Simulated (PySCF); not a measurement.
# O4Ru (RuO4): the cost of one run

Programs: PySCF 2.14.0, with routines of our own; each step states its level. All values are computed. Atoms count from 0.

### Step 1. The system as given

5 atoms, charge 0, multiplicity 1; geometry from: GFN2-xTB.

### Step 2. Relaxing the molecule at PBE0-D3(BJ)/def2-SVP

What the job is given:

```
{"job": {"xc": "PBE0", "basis": "def2-SVP", "d3": "d3bj", "grid": 1, "maxiter": 30, "kind": "geom"}, "charge": 0, "multiplicity": 1}
Ru     0.000040     0.000090     0.000170
O      0.009950    -0.016970     1.603950
O      1.508730     0.009700    -0.544120
O     -0.763100     1.312900    -0.516050
O     -0.755630    -1.305720    -0.543950
```

Run with:

```bash
> OMP_NUM_THREADS=1 python heavy_run.py task.json out
```

One launch serves the whole session: the jobs run in the order shown.

**Question.** How long does this first job take on 1 thread of Intel Xeon Platinum 8375C at 2.90GHz, shared host, and how much memory does it need?

About 18 s, with a peak of 0.35 GiB.
